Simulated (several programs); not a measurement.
## Many methods on one cell: BaCaTe2 (ordering on rocksalt)

BaCaTe2 as one 4-atom ordering (R-3m) on the rocksalt lattice, relaxed with r2SCAN in Ansatz, was computed with several methods. It is trigonal, R-3m (No. 166); conventional cell a = 4.748 Å, c = 23.337 Å, 37.96 Å³ an atom. Ca has 6 Te at 3.25 Å; Ba has 6 Te at 3.48 Å; Te has 3 Ca at 3.25 Å and 3 Ba at 3.48 Å. The structure was generated, not taken from experiment, and needn't be the ground state; spin polarisation is off.

```
CELL_PARAMETERS angstrom
2.37387 1.37056 7.77908
-2.37387 1.37056 7.77908
0.00000 -2.74111 7.77908
ATOMIC_POSITIONS crystal
Ca 0.00000 0.00000 0.00000
Ba 0.50000 0.50000 0.50000
Te 0.25848 0.25848 0.25848
Te 0.74152 0.74152 0.74152
```

Gaps and times are for a single point on this cell; volume and bulk modulus come from each method's own relaxation or energy curve at fixed shape, which is too stiff where a cell has free coordinates or axes. Times are rough, from shared hosts (Arm Neoverse N1; Arm Neoverse V1), and each method has its own mesh and cell size. A double dagger marks a value from a curve with shape and coordinates held. PM6 (MOPAC), PM7 (MOPAC) treat a cluster of cells at its zone centre, which samples few k points: where these miss a band edge, the gap comes out too large for that reason alone. Gaps from k meshes are read at a limited set of points (mesh, symmetry points, PBE's band edges), so each method's own least gap may be somewhat smaller. xTB and the PM methods were fitted mostly to molecules, and can miss a solid's gap by electronvolts. Minimal bases can be far off for gaps. Times of the plane-wave ladder aren't listed, since it ran on unlike processors and cards. G0W0 is at finite bands, cutoff and mesh. d marks a direct gap, i an indirect one (no mark: not told apart), a dash a value that wasn't computed or didn't pass its checks.

```csv
method,kind,gap (eV),own volume (Å³/atom),bulk modulus (GPa),atoms computed,processor time
PM7 (MOPAC),semi-empirical,9.35,–,–,cluster,2 s
light PBE (260 eV and a coarse mesh),light plane-wave,1.43 i,–,–,4,2.9 s
PM6 (MOPAC),semi-empirical,3.08,–,–,cluster,18 s
PBE,semilocal,1.49 i,38.08,33‡,4,–
PBE/single zeta (GPAW),small basis,1.66 i,–,–,4,49 s
r2SCAN,semilocal,1.85 i,37.96,35‡,4,–
PBE/SZV (CP2K),small basis,1.80 d,–,–,4,64 s
PBE+SOC,semilocal,1.24 i,–,–,4,–
PBE/DZVP (CP2K),small basis,1.66 i,38.76‡,33‡,4,2.1 min
PBE0,hybrid,2.84 i,–,–,4,–
HSE06,hybrid,2.20 i,–,–,4,–
G0W0@PBE (140 eV screening cutoff),many-body,2.61,–,–,4,–
```

Against HSE06 (2.20 eV) and with closed or daggered gaps left aside, the nearest gap at the points sampled is that of r2SCAN (-0.35 eV) and the farthest that of PM7 (MOPAC) (+7.15 eV). HSE06 is only a yardstick of convenience, and nearness to it can be luck.

Volumes against r2SCAN's: PBE +0.3 %.

Runs without a result: GFN1-xTB (tblite) (single point), GFN2-xTB (tblite) (single point), GLLB-SC (GPAW) (single point, out of time).

Only the rows marked +SOC include spin-orbit coupling.
